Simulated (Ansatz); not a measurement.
# Ge6Mo2W: further runs on a relaxed guess, part 2 of 2

Aim: for this structure of Ge6Mo2W, see whether it has a gap, which orbitals make up the states near it and how charge is shared and repeat the electronic structure at other levels of theory.

Ansatz 0.2.0; DFT PBE, scalar-relativistic, plane waves, PAW. Earlier steps stand in the parts before.

**3. Variant: lower_state_search standard**

input.yaml reads:

```yaml
crystal:
  lattice:
    - [-1.669535, 1.669535, 12.4300451]
    - [1.669535, -1.669535, 12.4300451]
    - [1.669535, 1.669535, -12.4300451]
  atoms:
    - { symbol: Ge, position: [0.112901, 0.112901, 0.0] }
    - { symbol: Ge, position: [0.779384, 0.779384, 0.0] }
    - { symbol: Ge, position: [0.445715, 0.445715, 0.0] }
    - { symbol: Ge, position: [0.220616, 0.220616, 0.0] }
    - { symbol: Ge, position: [0.887099, 0.887099, 0.0] }
    - { symbol: Ge, position: [0.554285, 0.554285, 0.0] }
    - { symbol: Mo, position: [0.666561, 0.666561, 0.0] }
    - { symbol: Mo, position: [0.333439, 0.333439, 0.0] }
    - { symbol: W, position: [0.0, 0.0, 0.0] }
basis:
  ecutwfc: 420
kpoints:
  mp_grid: { grid: [16, 16, 16] }
hamiltonian:
  xc: pbe
scf:
  occupations: { method: gaussian, width: 0.1 }
  lower_state_search: standard
output:
  forces: true
  eigenvalues: true
  stress: true
```

Run with:

```sh
> ansatz run input.yaml --threads 4 --pin off --max-ram 8192MiB --backend cpu --events-out ev --progress --plain --runs-dir out
```

The program printed, cut to the lines that bear on the results:

```text
Warning: RAYON_NUM_THREADS=4 ignored (pool sized by the plan → 4); use --threads N
[...]
Pseudopotentials: kind: paw
Pseudopotential: Ge, paw, valence charge 14, recommended cutoff 420 eV (normal), Ge.paw.azcp
Pseudopotential: Mo, paw, valence charge 14, recommended cutoff 420 eV (normal), Mo.paw.azcp
Pseudopotential: W, paw, valence charge 14, recommended cutoff 420 eV (normal), W.paw.azcp
Functional definition: PBE
[...]
Crystal: 9 atoms, lattice volume = 138.587 Å³
Basis set: ecut = 420 eV, 2725 PW (Γ), FFT grids on a1+a3, a2+a3, a3, exchange–correlation on 48×48×180 points (8 copies of the dense FFT grid, shifted against one another)
Bands: 76, of which v1, the nominal top of the filled ones, is band 63 counted from 1 (62 counted from 0)
Symmetry: 16 space group operations
Space group: I4/mmm (ITA 139), of the structure as read, at distance tolerance 5.2e-5 Å
k-points: 349 of 4096
[...]
SCF converged after 8 iterations
Free energy (F): -46067.398117 eV
[...]
E sigma→0 (E₀):  -46067.391712 eV
Entropy (-TS):   -0.012809 eV (-1.423 meV/atom)
Fermi energy:    16.815576 eV
[...]
--- Forces (eV/Å), atoms counted from 1 ---
  atom   1  Ge    -0.00000000     0.00000000     0.00037435
  atom   2  Ge     0.00000000     0.00000000    -0.00284535
  atom   3  Ge     0.00000000    -0.00000000     0.00756525
  atom   4  Ge     0.00000000     0.00000000     0.00284535
  atom   5  Ge     0.00000000    -0.00000000    -0.00037435
  atom   6  Ge     0.00000000    -0.00000000    -0.00756525
  atom   7  Mo     0.00000000     0.00000000    -0.00063381
  atom   8  Mo     0.00000000     0.00000000     0.00063381
[...]
--- Stress (GPa, compression-positive) ---
       -0.030151       0.000000       0.000000
        0.000000      -0.030151       0.000000
       -0.000000       0.000000       0.036962
  P = ⅓ Tr σ = -0.0078 GPa (-0.078 kbar)
--- Band table (eV; the first three rows and the last of 349) ---
[...]
```

Run time: 49 s. Hardware: 4 threads of Intel Xeon Platinum 8259CL at 2.50GHz (Skylake/Cascade Lake), shared host; peak memory 2.4 GiB.

```csv
run,ending,energy change,pressure (GPa),gap (eV),force (eV/Å),cycles,time
step 2,converged,0,0.0,0.00,0.01,8,3.2 min
variant,converged,0.0 meV/atom,0.0,0.00,0.01,8,49 s
```

The changed input (search for lower states) leaves the energy the same to the digits printed.

**4. The same geometry with r2SCAN**

input.yaml reads:

```yaml
crystal:
  lattice:
    - [-1.669535, 1.669535, 12.4300451]
    - [1.669535, -1.669535, 12.4300451]
    - [1.669535, 1.669535, -12.4300451]
  atoms:
    - { symbol: Ge, position: [0.112901, 0.112901, 0.0] }
    - { symbol: Ge, position: [0.779384, 0.779384, 0.0] }
    - { symbol: Ge, position: [0.445715, 0.445715, 0.0] }
    - { symbol: Ge, position: [0.220616, 0.220616, 0.0] }
    - { symbol: Ge, position: [0.887099, 0.887099, 0.0] }
    - { symbol: Ge, position: [0.554285, 0.554285, 0.0] }
    - { symbol: Mo, position: [0.666561, 0.666561, 0.0] }
    - { symbol: Mo, position: [0.333439, 0.333439, 0.0] }
    - { symbol: W, position: [0.0, 0.0, 0.0] }
basis:
  ecutwfc: 500
kpoints:
  mp_grid: { grid: [16, 16, 16] }
  band_path:
    path:
      - [[0.0, 0.0, 0.0], [0.0, 0.0, 0.5], [0.25, 0.25, 0.25], [0.0, 0.5, 0.0], [0.0, 0.0, 0.0], [0.5, 0.5, -0.5], [0.25451009, 0.74548991, -0.25451009]]
      - [[-0.25451009, 0.25451009, 0.25451009], [0.0, 0.0, 0.0]]
      - [[0.0, 0.0, 0.5], [-0.00902019, 0.00902019, 0.5]]
      - [[0.5, 0.5, -0.00902019], [0.5, 0.5, -0.5]]
    npoints: 14
hamiltonian:
  xc: r2scan
scf:
  occupations: { method: gaussian, width: 0.1 }
  n_extra_bands: 22
output:
  forces: true
  stress: true
  eigenvalues: true
  populations: true
  dos: { projected: true, de: 0.02, nscf_kmesh: { grid: [20, 20, 20] } }
  bader: true
  write_density: true
  write_potential: true
  elf: true
  volumetric_format: npy
```

Run with:

```sh
> ansatz run input.yaml --threads 4 --pin off --max-ram 8192MiB --backend cpu --events-out ev --progress --plain --runs-dir out
```

The program printed:

```text
Warning: RAYON_NUM_THREADS=4 ignored (pool sized by the plan → 4); use --threads N
basis.fft_grid_basis auto: the FFT boxes are laid along the combinations [[1, -1, 0], [0, 1, 0], [1, 0, 1]] of the cell's own vectors, 4.722, 12.652 and 3.339 Å long. The dense box has 36×96×25 points. Along the cell's own vectors, as sized, it would have 96×96×96, 10.24 times as many. Of the 16 symmetry operations that the crystal satisfies within crystal.symmetry.tolerance (time reversal apart; of a slab, those that keep its plane) the dense box along the cell's own vectors carries 16, and the one as laid loses 14 of those. basis.fft_grid_basis: typed keeps the cell's own vectors: state it where this run's energies or levels are differenced outside the engine with another run's, or held beside a run that keeps those vectors. Those combinations have planes normal to reciprocal vector 3, as the cell's own vectors have. Each planar average written beside output.write_density, output.write_potential has a row for each plane of the box: 25. The volumetric files lie along those combinations, not along the cell's own vectors: a cube or XSF file states them, and fields.json those of NumPy files.
scf.n_extra_bands = 22 over 63 filled bands (N_el = 126.0): the run solves 85 bands
Engine: ansatz 0.2.0, x86_64-unknown-linux-gnu
Pseudopotentials: kind: paw
Pseudopotential: Ge, paw, valence charge 14, recommended cutoff 500 eV (meta_gga), Ge.paw.azcp
Pseudopotential: Mo, paw, valence charge 14, recommended cutoff 500 eV (meta_gga), Mo.paw.azcp
Pseudopotential: W, paw, valence charge 14, recommended cutoff 500 eV (meta_gga), W.paw.azcp
Functional definition: r2SCAN
  parameter k0 = 0.174
  parameter k1 = 0.065
  parameter a1 = 4.9479
  exchange = r2scan_x(k0 = k0, k1 = k1, a1 = a1)
  correlation = r2scan_c
Crystal: 9 atoms, lattice volume = 138.587 Å³
Basis set: ecut = 500 eV, 3529 PW (Γ), FFT grids on a1−a2, a2, a1+a3, exchange–correlation on 144×384×100 points (64 copies of the dense FFT grid, shifted against one another)
Bands: 85, of which v1, the nominal top of the filled ones, is band 63 counted from 1 (62 counted from 0)
Symmetry: 16 space group operations
Space group: I4/mmm (ITA 139), of the structure as read, at distance tolerance 5.2e-5 Å
k-points: 349 of 4096
Non-local potential: Ge, projectors of the file, l = 0: 2, l = 1: 2, l = 2: 3, l = 3: 1
Non-local potential: Mo, projectors of the file, l = 0: 3, l = 1: 2, l = 2: 2, l = 3: 1
Non-local potential: W, projectors of the file, l = 0: 3, l = 1: 2, l = 2: 2, l = 3: 1
PAW form: soft (Blöchl's): semilocal exchange-correlation on the pseudo side does not see the compensation charge
PAW frozen core: Ge, regenerated for the run's functional (the file was generated under x = pbe(κ = 0.804, μ = 0.2195149727645171), c = pbe(β = 0.06672455060314922))
PAW frozen core: Mo, regenerated for the run's functional (the file was generated under x = pbe(κ = 0.804, μ = 0.2195149727645171), c = pbe(β = 0.06672455060314922))
PAW frozen core: W, regenerated for the run's functional (the file was generated under x = pbe(κ = 0.804, μ = 0.2195149727645171), c = pbe(β = 0.06672455060314922))
PAW one-centre angular grid: Ge, 590 points (default); XC on 160 Gauss nodes
PAW one-centre angular grid: Mo, 590 points (default); XC on 160 Gauss nodes
PAW one-centre angular grid: W, 590 points (default); XC on 160 Gauss nodes
Initial density: superposition of atomic densities (neutral atoms: chi_scale 0, normalization atom), corrected by the library's trained network
Initial wavefunctions: pseudopotential atomic-orbital guess
Functional: x = r2scan, c = r2scan; τ floored in thin density (d = 2e-4 eV/Å³)
SCF iter   1: F=—  HF=-46150.008314 eV  |F-HF|=—  |Δ(HF+E_count)|=         —  Δρ=1.09e-2  dr2=3.08e-1  dr2_τ=9.61e-2  ethr=1.77e-3  ⟨swp⟩=5.0  Hψ=118664  notcnv=0  defer=991
preconditioner: auto → Kerker (q_TF=auto, 2.685 Å⁻¹)  [metal: Δε(μ)=0.015 eV  Ē_g=21.944 eV  σ=0.100 eV  W_gap=0.08  n_scr=46 (ndim 8)  ℏωp=31.9 eV  f_vac=0.000  D(μ)=1.88/eV (n_scr^D=6)]
SCF iter   2: F=—  HF=-46150.098068 eV  |F-HF|=—  |Δ(HF+E_count)|=   8.98e-2  Δρ=3.87e-3  dr2=8.40e-3  dr2_τ=7.40e-3  ethr=2.44e-4  ⟨swp⟩=3.0  Hψ=54386  notcnv=0  defer=5271
SCF iter   3: F=—  HF=-46150.100431 eV  |F-HF|=—  |Δ(HF+E_count)|=   2.36e-3  Δρ=2.36e-3  dr2=3.77e-3  dr2_τ=1.46e-4  ethr=6.67e-6  ⟨swp⟩=1.9  Hψ=26041  notcnv=0  defer=5271
SCF iter   4: F=—  HF=-46150.101650 eV  |F-HF|=—  |Δ(HF+E_count)|=   1.22e-3  Δρ=7.05e-4  dr2=6.34e-4  dr2_τ=9.06e-6  ethr=2.99e-6  ⟨swp⟩=2.0  Hψ=30676  notcnv=0  defer=5271
SCF iter   5: F=—  HF=-46150.101779 eV  |F-HF|=—  |Δ(HF+E_count)|=   1.28e-4  Δρ=1.59e-4  dr2=1.87e-4  dr2_τ=5.22e-6  ethr=5.03e-7  ⟨swp⟩=2.0  Hψ=41921  notcnv=0  defer=5271
SCF iter   6: F=—  HF=-46150.101772 eV  |F-HF|=—  |Δ(HF+E_count)|=   6.26e-6  Δρ=5.06e-5  dr2=3.79e-5  dr2_τ=4.39e-7  ethr=1.48e-7  ⟨swp⟩=2.6  Hψ=41702  notcnv=0  defer=5271
SCF iter   7: F=—  HF=-46150.101652 eV  |F-HF|=—  |Δ(HF+E_count)|=   1.20e-4  Δρ=2.83e-5  dr2=2.08e-6  dr2_τ=1.37e-7  ethr=3.00e-8  ⟨swp⟩=1.9  Hψ=25998  notcnv=0  defer=5271
SCF iter   8: F=—  HF=-46150.101652 eV  |F-HF|=—  |Δ(HF+E_count)|=   4.23e-7  Δρ=9.26e-6  dr2=6.35e-7  dr2_τ=3.19e-8  ethr=1.65e-9  ⟨swp⟩=2.0  Hψ=31600  notcnv=0  defer=5271
SCF iter   9: F=-46150.101652 eV  HF=-46150.101652 eV  |F-HF|=9.74e-9  |Δ(HF+E_count)|=   5.41e-8  Δρ=3.62e-6  dr2=2.89e-8  dr2_τ=8.31e-10  ethr=7.94e-11  ⟨swp⟩=12.4  Hψ=204144  notcnv=0
SCF 1 converged in 9 iterations: F = -46150.101652 eV  dr2 = 2.89e-8
NSCF: frozen V_eff on 130 k-points
NSCF: frozen V_eff on 641 k-points
SCF converged after 9 iterations
Free energy (F): -46150.101652 eV
Harris-Foulkes:  -46150.101652 eV  (|F-HF|=9.74e-9)
Internal energy: -46150.092835 eV  (E = F + TS)
E sigma→0 (E₀):  -46150.097244 eV
Entropy (-TS):   -0.008817 eV (-0.980 meV/atom)
Fermi energy:    16.767069 eV
--- Per-component energies (eV) ---
  E_band       = -695.574445
  E_kinetic    = 2005.610373
  E_local      = -13943.462969  (includes V_loc(G=0)·N_el)
  E_nonlocal   = 2810.241551
  E_hartree    = 5964.012546
  E_xc         = -1025.077169
  E_vxc        = -1187.739602  (∫ρ·V_xc dr)
  E_paw        = -27235.093944  (= ΣΔE_a)
  E_vpaw       = -2379.395056  (= ΣTr[D̂ρ^β])
  E_aug_tail   = 0.000060  (compensation charges beyond the density's cutoff)
  E_vtau       = 71.152065  (kinetic-family band-sum trace: ∫τ·v_τ [+ j·A + Jᵃ·Aᵃ] dr)
  E_ewald      = -14718.778332
  E_core_change = -7.544951  (= ΣΔE_core)
  E_smearing   = -0.008817  (= −TS)
  E_closure    = -0.000000  (closes the sum)
  Σ components = -46150.101652   (vs F -46150.101652, Δ=0.00e0)
--- Forces (eV/Å), atoms counted from 1 ---
  atom   1  Ge     0.00000000    -0.00000000     0.06838505
  atom   2  Ge     0.00000000     0.00000000     0.09845354
  atom   3  Ge     0.00000000     0.00000000     0.16356487
  atom   4  Ge     0.00000000     0.00000000    -0.09845354
  atom   5  Ge     0.00000000     0.00000000    -0.06838505
  atom   6  Ge     0.00000000    -0.00000000    -0.16356487
  atom   7  Mo     0.00000000     0.00000000     0.00569846
  atom   8  Mo     0.00000000     0.00000000    -0.00569846
  atom   9  W      0.00000000     0.00000000    -0.00000000
  max |Σ_I F_I| component: 7.98e-17 eV/Å
--- Stress (GPa, compression-positive) ---
       -3.456040       0.000000       0.000000
        0.000000      -3.456040      -0.000000
       -0.000000       0.000000      -5.447355
  P = ⅓ Tr σ = -4.1198 GPa (-41.198 kbar)
--- Band table (eV; the first three rows and the last of 349) ---
  k-point 0: bands = ["-59.1489", "-46.0984", "-46.0982", "-22.7677", "-22.7483", "-22.7483", "-19.4897", "-19.4842", "-19.4306", "-19.4306", "-19.4306", "-19.4306", "-8.7249", "-8.7241", "-8.6917", "-8.6883", "-8.6883", "-8.6837", "-8.6767", "-8.6759", "-8.6759", "-8.6731", "-8.6717", "-8.6717", "-8.6575", "-8.6371", "-8.6371", "-8.6075", "-8.5973", "-8.5962", "-8.5962", "-8.5911", "-8.5831", "-8.5647", "-8.5647", "-8.5618", "-8.5583", "-8.5581", "-8.5581", "-8.5511", "-8.5485", "-8.5459", "2.5179", "3.5804", "3.6691", "6.8087", "7.0231", "10.5112", "11.7806", "13.8637", "14.0103", "14.1497", "14.2817", "14.2817", "15.1265", "15.1265", "15.1716", "15.1844", "15.1844", "15.1951", "17.1111", "17.1280", "17.5118", "17.5134", "17.5134", "17.6819", "17.6819", "17.7800", "17.9518", "19.4597", "20.3441", "20.3441", "20.5461", "21.8342", "21.8342", "22.2483", "22.2705", "22.4956", "23.6998", "23.7993", "24.6702", "24.6702", "24.8644", "24.8644", "25.2669"]
  k-point 1: bands = ["-59.1485", "-46.0975", "-46.0974", "-22.7663", "-22.7538", "-22.7532", "-19.4880", "-19.4827", "-19.4370", "-19.4370", "-19.4363", "-19.4363", "-8.7235", "-8.7227", "-8.6906", "-8.6897", "-8.6868", "-8.6857", "-8.6782", "-8.6753", "-8.6740", "-8.6739", "-8.6733", "-8.6688", "-8.6589", "-8.6394", "-8.6367", "-8.6044", "-8.6032", "-8.5978", "-8.5922", "-8.5900", "-8.5838", "-8.5686", "-8.5636", "-8.5630", "-8.5591", "-8.5569", "-8.5564", "-8.5484", "-8.5472", "-8.5429", "2.6377", "3.6906", "3.7749", "6.9045", "7.1117", "10.6178", "11.5655", "13.6904", "13.8327", "14.0466", "14.1539", "14.5739", "14.5807", "14.7313", "15.1238", "15.1637", "15.1657", "15.1698", "16.6668", "16.6737", "16.8413", "17.5309", "17.6748", "17.7283", "17.7676", "18.7167", "18.7266", "18.9854", "20.1011", "20.3845", "20.6966", "21.3502", "22.4294", "22.6557", "22.7967", "23.1501", "23.6708", "23.7215", "23.8924", "24.0745", "25.1422", "25.2054", "25.9662"]
  k-point 2: bands = ["-59.1475", "-46.0951", "-46.0949", "-22.7691", "-22.7673", "-22.7626", "-19.4830", "-19.4784", "-19.4549", "-19.4548", "-19.4524", "-19.4523", "-8.7196", "-8.7187", "-8.6959", "-8.6918", "-8.6896", "-8.6854", "-8.6847", "-8.6749", "-8.6748", "-8.6702", "-8.6656", "-8.6603", "-8.6597", "-8.6442", "-8.6348", "-8.6079", "-8.6017", "-8.5980", "-8.5942", "-8.5879", "-8.5812", "-8.5755", "-8.5713", "-8.5594", "-8.5559", "-8.5535", "-8.5526", "-8.5459", "-8.5436", "-8.5404", "2.9913", "4.0150", "4.0870", "7.1701", "7.3527", "10.9054", "11.1469", "13.2493", "13.3743", "13.4639", "13.5571", "13.8141", "14.1979", "15.0676", "15.0758", "15.0895", "15.0934", "15.1780", "15.7395", "16.0969", "16.1722", "17.5893", "17.6675", "17.9685", "17.9755", "18.3403", "19.7950", "19.7987", "20.0855", "20.4618", "20.7333", "20.9793", "22.5316", "22.6706", "23.5275", "23.5837", "23.7460", "23.7676", "23.9056", "24.7038", "25.5040", "25.7811", "26.0912"]
  k-point 348: bands = ["-59.1489", "-46.0983", "-46.0982", "-22.7677", "-22.7483", "-22.7483", "-19.4897", "-19.4842", "-19.4306", "-19.4306", "-19.4306", "-19.4306", "-8.7402", "-8.6926", "-8.6903", "-8.6877", "-8.6870", "-8.6845", "-8.6831", "-8.6816", "-8.6816", "-8.6773", "-8.6728", "-8.6573", "-8.6573", "-8.6495", "-8.6495", "-8.5963", "-8.5924", "-8.5834", "-8.5834", "-8.5827", "-8.5812", "-8.5810", "-8.5779", "-8.5779", "-8.5625", "-8.5574", "-8.5537", "-8.5537", "-8.5488", "-8.5351", "2.6821", "2.9581", "4.4290", "5.7271", "8.7681", "8.8819", "13.6353", "13.6566", "13.8503", "14.0528", "14.1202", "14.4848", "14.4848", "14.5197", "14.5197", "15.1436", "16.2022", "16.2022", "16.2158", "16.2158", "17.1115", "17.1276", "17.5118", "17.9519", "17.9961", "19.0789", "19.0789", "19.2882", "19.2882", "19.7916", "21.0330", "21.8407", "22.2886", "22.6261", "22.7071", "22.8591", "22.8591", "23.1622", "23.1622", "24.6166", "25.3463", "26.1198", "26.2052"]
--- Löwdin populations: 9 sites ---
  site symbol       q [e]
     0     Ge     13.9904
     1     Ge     13.9776
     2     Ge     14.0418
     3     Ge     13.9776
     4     Ge     13.9904
     5     Ge     14.0418
     6     Mo     13.9281
     7     Mo     13.9281
     8      W     13.7361
  spilling = 0.003081 (of n_electrons = 126.000000)
--- Bader charges: 9 sites ---
  site symbol  charge [e]  shift [e]
     0     Ge     -0.1889     0.0001
     1     Ge     -0.1896     0.0001
     2     Ge     -0.1911     0.0001
     3     Ge     -0.1896     0.0001
     4     Ge     -0.1889     0.0001
     5     Ge     -0.1911     0.0001
     6     Mo      0.3822     0.0001
     7     Mo      0.3822     0.0001
     8      W      0.3749     0.0002
  estimated error of the sums over rays = 7.0e-4 e
```

It took 5.9 min on 4 threads of Intel Xeon Platinum 8259CL at 2.50GHz (Skylake/Cascade Lake), shared host; peak memory 5.8 GiB.

Site by site:

```csv
atom,Löwdin electrons,Bader charge (e),Bader volume (Å³)
Ge1,13.99,-0.19,15.3
Ge2,13.98,-0.19,15.4
Ge3,14.04,-0.19,15.1
Ge4,13.98,-0.19,15.4
Ge5,13.99,-0.19,15.3
Ge6,14.04,-0.19,15.1
Mo7,13.93,+0.38,15.4
Mo8,13.93,+0.38,15.4
W9,13.74,+0.37,16.2
```

The Löwdin counts miss 0.39 of the 126 electrons, which the atomic orbitals do not span, so they are no charges.

From bands.tsv, the levels nearest the Fermi level at the path's corners, in eV from the Fermi level:

```
point  band 60  band 61  band 62  band 63  band 64  band 65  band 66  band 67
    Γ    -1.57     0.34     0.36     0.74     0.75     0.75     0.92     0.92
    X    -2.49    -1.86    -1.67    -1.39     0.28     0.33     2.02     2.02
    P    -2.14    -2.14    -1.48    -1.48    -0.24     1.35     1.45     2.02
    N    -2.24    -0.33    -0.26    -0.05     1.85     1.92     2.43     2.54
    Γ    -1.57     0.34     0.36     0.74     0.75     0.75     0.92     0.92
    M    -0.56    -0.55    -0.55     0.34     0.36     0.74     1.19     1.23
    S    -2.27    -0.31    -0.26    -0.06     1.83     1.93     2.42     2.58
   S0    -2.27    -0.31    -0.26    -0.06     1.83     1.93     2.42     2.58
    Γ    -1.57     0.34     0.36     0.74     0.75     0.75     0.92     0.92
    X    -2.49    -1.86    -1.67    -1.39     0.28     0.33     2.02     2.02
    R    -2.49    -1.86    -1.67    -1.40     0.28     0.33     2.01     2.02
    G    -2.49    -1.86    -1.67    -1.40     0.28     0.33     2.01     2.02
    M    -0.56    -0.55    -0.55     0.34     0.36     0.74     1.19     1.23
```

States per cell in windows of 1 eV, from dos.tsv and pdos.tsv (zero at the Fermi level):

```
from  to  total  Ge 4s  Ge 4p  Mo 4d  W 5d
  -8  -7   1.27   0.63   0.33   0.19  0.09
  -7  -6   1.42   0.27   0.76   0.17  0.10
  -6  -5   3.76   0.24   2.48   0.56  0.30
  -5  -4   2.74   0.36   1.43   0.52  0.28
  -4  -3   4.06   0.40   1.78   1.07  0.57
  -3  -2  10.08   0.39   3.72   3.87  1.81
  -2  -1   5.70   0.18   1.93   2.44  1.00
  -1   0   2.69   0.06   0.39   1.50  0.69
   0   1   2.28   0.36   0.56   0.93  0.38
   1   2   6.35   0.94   1.27   3.02  0.96
   2   3   4.41   0.58   1.30   1.24  1.12
   3   4   5.81   0.76   2.22   1.33  0.68
   4   5   5.06   0.42   2.45   0.80  0.47
   5   6   4.30   0.22   2.23   0.50  0.32
```

Below -8 eV lie 94 or so more states.

The maps below are laid out on this run's own conventional cell (a, b, c = 3.339, 3.339, 24.860 Å).

Density in a lattice plane of the grid's cell (edges 3.34 and 24.86 Å, at 0.000 of the third edge), which holds Ge and Mo and W.

Ten even steps from ' ' (0.11 e/Å³) to '@' (44.93 e/Å³):
```
            
==          
            
..          
            
            
..          
            
@@          
            
@@          
            
..          
            
            
..          
            
==          
            
            
```
Columns run along the first of these edges and rows up along the second, over one cell in 6 and 20 even steps from the bottom left corner. Atoms in the plane (fractional): Ge at (0.00, 0.11), Ge at (0.00, 0.78), Ge at (0.00, 0.45), Ge at (0.00, 0.22), Ge at (0.00, 0.89), Ge at (0.00, 0.55), Mo at (0.00, 0.67), Mo at (0.00, 0.33), W at (0.00, 0.00).

ELF in the same plane.

Ten even steps from '0' (0.00) to '9' (0.67):
```
344344
034143
456565
147574
453035
643534
992529
873137
025352
456565
025352
873137
992529
643534
453035
147574
456565
034143
344344
092529
```
Columns run along the first of these edges and rows up along the second, over one cell in 6 and 20 even steps from the bottom left corner. Atoms in the plane (fractional): Ge at (0.00, 0.11), Ge at (0.00, 0.78), Ge at (0.00, 0.45), Ge at (0.00, 0.22), Ge at (0.00, 0.89), Ge at (0.00, 0.55), Mo at (0.00, 0.67), Mo at (0.00, 0.33), W at (0.00, 0.00).

Both are smooth fields of the valence electrons: close to the nuclei they are not physical.

Maxima of ELF outside the ion cores: 0.58 on the Ge–W line, 1.2 Å from Ge; 0.56 on the Ge–Mo line, 1.2 Å from Ge; 0.53 beside Ge, off the lines to its neighbours, 1.3 Å from Ge.

**5. Comparison of the levels of theory**

```csv
level,gap (eV),pressure (GPa),CPU time,against the first
PBE,0.00,0.0,13 min,× 1
r2SCAN,0.00,-4.1,24 min,× 1.8
```

All at the geometry relaxed with the first.

**6. Summary of results**

The summary covers parts 1 to 2.

| quantity | value |
| --- | --- |
| gap | none (metal) |
| states at the Fermi level | 3.04 per eV per cell |
| Bader charges | Ge -0.16, Mo +0.32, W +0.32 e |
| gap (r2SCAN) | none (metal) |
| states at the Fermi level (r2SCAN) | 1.16 per eV per cell |
| Bader charges (r2SCAN) | Ge -0.19, Mo +0.38, W +0.37 e |

In words: There is no gap at this level. Of the projected weight within 0.25 eV of the Fermi level, the largest part is Mo 4d (50 %) and W 5d (26 %). Bader charges reach 0.3 e, so charge transfer in this metal is small. All levels find a metal. At this fixed cell r2SCAN gives -4.1 GPa, so it would relax to a smaller volume. These runs have no spin-orbit coupling; with W it would split and shift bands.
